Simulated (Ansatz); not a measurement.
# C3H6AlFSi: small, medium and large basis sets

How large a basis does C3H6AlFSi need? Two functionals are run in growing sets.

Method: one geometry, several basis sets; program: Ansatz 0.2.0, Gaussian basis.

Plan: PBE0-D4/def2-SVP; ωB97M-V/def2-SVP; PBE0-D4/def2-QZVPP; ωB97M-V/def2-QZVPP; the functionals' def2-TZVPP values are taken from earlier runs.

## (1) Structure used throughout

All runs share one geometry, relaxed beforehand with PBE0-D4 in a triple-zeta def2 set.

12 atoms, charge 0, spin multiplicity 1.

Atoms are counted from 1 here; the program's logs count them from 0.

Bond lengths: C1–C2 1.340 Å, C1–H7 1.090 Å, C1–H8 1.091 Å, C2–Al3 1.965 Å, C2–Si5 1.832 Å, Al3–C4 1.946 Å, Al3–Si5 2.340 Å, C4–H9 1.093 Å, C4–H10 1.093 Å, C4–H11 1.094 Å, Si5–F6 1.609 Å, Si5–H12 1.486 Å. Angles: C2–C1–H7 122.1°, C2–C1–H8 122.9°, H7–C1–H8 114.9°, C1–C2–Al3 116.8°, C1–C2–Si5 141.5°, Al3–C2–Si5 76.0°, C2–Al3–C4 138.3°, C2–Al3–Si5 49.4°, C4–Al3–Si5 166.8°, Al3–C4–H9 111.5°, Al3–C4–H10 111.3°, Al3–C4–H11 110.0°, H9–C4–H10 108.4°, H9–C4–H11 108.0°, H10–C4–H11 107.5°, C2–Si5–Al3 54.6°, C2–Si5–F6 124.6°, C2–Si5–H12 107.8° and more.

## (2) PBE0-D4 in def2-SVP

in.yaml reads:

```yaml
crystal:
  periodic: [false, false, false]
  atoms:
    - {symbol: C, position_ang: [-0.676343, -0.784325, 1.719882]}
    - {symbol: C, position_ang: [-0.247630, 0.374742, 1.201783]}
    - {symbol: Al, position_ang: [0.477138, 0.316218, -0.623477]}
    - {symbol: C, position_ang: [1.288063, -0.984285, -1.822739]}
    - {symbol: Si, position_ang: [-0.866902, 1.916502, 0.430291]}
    - {symbol: F, position_ang: [-2.409054, 2.376647, 0.418133]}
    - {symbol: H, position_ang: [-0.019164, -1.645986, 1.834071]}
    - {symbol: H, position_ang: [-1.696652, -0.933600, 2.075640]}
    - {symbol: H, position_ang: [2.016670, -1.610418, -1.302252]}
    - {symbol: H, position_ang: [1.790222, -0.492398, -2.659221]}
    - {symbol: H, position_ang: [0.517171, -1.639258, -2.239982]}
    - {symbol: H, position_ang: [-0.096420, 3.050961, 1.001870]}
basis:
  gaussian: {orbitals: def2-SVP}
hamiltonian: {xc: pbe0, dispersion: d4}
output: {orbitals: {seedname: orbitals}}
```

Started as:

```bash
$ ansatz run in.yaml --threads 4 --pin off --events-out ev --progress --plain --max-ram 10444MiB
```

After this run come: ωB97M-V in def2-SVP; PBE0-D4 in def2-QZVPP; ωB97M-V in def2-QZVPP.

Before running them: what should the planned runs give, taken together? Wanted: PBE0-D4: double and triple zeta above quadruple; ωB97M-V: double and triple zeta above quadruple.

**Answer**, as computed:

```
                                       quantity           value
PBE0-D4: double and triple zeta above quadruple  13.02, 0.79 eV
ωB97M-V: double and triple zeta above quadruple  13.21, 0.75 eV
```

**Reading.** PBE0-D4 gains 12.23 eV from double to triple zeta, then 0.79 eV more. Total energies overstate the basis error of differences, where much of it tends to cancel.
